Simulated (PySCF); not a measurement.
# 1,2-Dihydro-1,2-Azaborine (C4H6BN): geometry, NMR shifts, spin-spin couplings and electronic excitations

Aim: predict the NMR shifts, spin-spin couplings and electronic excitations of 1,2-Dihydro-1,2-Azaborine (C4H6BN) (`B1C=CC=CN1`).

Programs: PySCF 2.14.0, with density-fitted response routines of our own. Each step states its level of theory. These are calculated values for one molecule in the gas phase, unless marked as measured. Atoms count from 0, in the outputs and in this text.

### Step 1. The starting structure

12 atoms, charge 0, multiplicity 1; geometry from: GFN2-xTB.

Bonds of the start (Å): B0–C1 1.51, C1–C2 1.36, C2–C3 1.41, C3–C4 1.36, C4–N5 1.35, N5–B0 1.42, B0–H6 1.17, C1–H7 1.08, C2–H8 1.08, C3–H9 1.08, C4–H10 1.08, N5–H11 1.01.

### Step 2. Geometry optimisation at PBE0-D3(BJ)/def2-SVP

What the job is given:

```
{"job": {"xc": "PBE0", "basis": "def2-SVP", "d3": "d3bj", "grid": 1, "kind": "geom"}, "charge": 0, "multiplicity": 1}
B      1.271360     0.725900     0.010390
C     -0.068900     1.431420     0.029930
C     -1.215770     0.694460     0.015710
C     -1.172170    -0.717410    -0.021180
C      0.021160    -1.367730    -0.038210
N      1.191390    -0.687030    -0.023650
H      2.325460     1.237410     0.021450
H     -0.164280     2.509930     0.057360
H     -2.191670     1.166100     0.033200
H     -2.089540    -1.285270    -0.035700
H      0.071790    -2.449060    -0.062500
H      2.023580    -1.260110    -0.038870
```

Started as:

```bash
$ OMP_NUM_THREADS=1 python probes_run.py task.json out
```

One launch serves the whole session: the jobs run in the order shown.

**Question.** This job is followed by: GIAO PBE0/pcSseg-1 NMR shielding, non-relativistic, gas phase; B3LYP/pcJ-1 indirect spin-spin coupling, non-relativistic, gas phase; TDDFT CAM-B3LYP/def2-SVPD, vertical, gas phase, core orbitals frozen in the response; GIAO wB97X-D/pcSseg-2 NMR shielding, non-relativistic, gas phase. Predict these results of the whole session: point group; rotational constants (main isotopes); ¹³C shifts against TMS (PBE0/pcSseg-1); ¹H shifts against TMS (PBE0/pcSseg-1); ¹¹B shifts against BF3·OEt2 (PBE0/pcSseg-1); ¹⁵N shifts against NH3 (PBE0/pcSseg-1); surface potential, 1st and 99th percentile; largest coupling of the table (B3LYP/pcJ-1); lowest singlet (CAM-B3LYP/def2-SVPD); brightest single state of those computed; lowest triplet; vertical ionisation energy (ΔSCF); range of the shift of C2.

**Answer**, as computed:

```
                                   quantity                                   value
                                point group                                      Cs
       rotational constants (main isotopes)                    5.68, 5.36, 2.76 GHz
     ¹³C shifts against TMS (PBE0/pcSseg-1)          150.7, 139.1, 139.0, 117.0 ppm
      ¹H shifts against TMS (PBE0/pcSseg-1)  7.90, 7.84, 7.36, 7.25, 6.50, 5.36 ppm
¹¹B shifts against BF3·OEt2 (PBE0/pcSseg-1)                                28.4 ppm
     ¹⁵N shifts against NH3 (PBE0/pcSseg-1)                               185.5 ppm
      surface potential, 1st and 99th percentile                      -0.86 V and 1.96 V
largest coupling of the table (B3LYP/pcJ-1)                ¹J(C,H) C4–H10, 177.6 Hz
       lowest singlet (CAM-B3LYP/def2-SVPD)             5.12 eV (242 nm), f = 0.170
   brightest single state of those computed             state 7, 7.25 eV, f = 0.496
                             lowest triplet                                 3.40 eV
          vertical ionisation energy (ΔSCF)                                 8.53 eV
                   range of the shift of C2                      150.7 to 157.8 ppm
```

What this shows: Relaxing lowered the energy by 0.045 eV in 5 steps; the close pair that moved most is B0–H6, from 1.172 to 1.208 Å. No frequency check was run at this level, so the end point may be a saddle. At PBE0/pcSseg-1: The largest span, 298 ppm, is at N5, where the paramagnetic term is -242 ppm. NICS(1)zz of -21 ppm above the planar ring from B0 marks a diatropic (aromatic) ring current. By nearest atom (PBE0/pcSseg-1), the HOMO sits on C1, C3 about 23 % each; C4 19 % and the LUMO on C1, C2, C4 about 19 % each; N5 14 %. Of the pairs tabulated at B3LYP/pcJ-1, C4–H10 couples most strongly (177.6 Hz; Fermi contact 176.6 Hz). The first singlet state (HOMO→LUMO 0.92) lies at 5.12 eV and is bright; of the 10 states computed, the strongest absorption comes from state 7 at 7.25 eV. The lowest triplet lies 1.72 eV below the lowest singlet (triplets in Tamm-Dancoff, singlets in full TDDFT). ΔSCF puts the ionisation energy at 8.53 eV, 0.79 eV above −ε(HOMO). Across the 2 runs the shift of C2 moves most, between 150.7 (PBE0/pcSseg-1) and 157.8 ppm (wB97X-D/pcSseg-2).
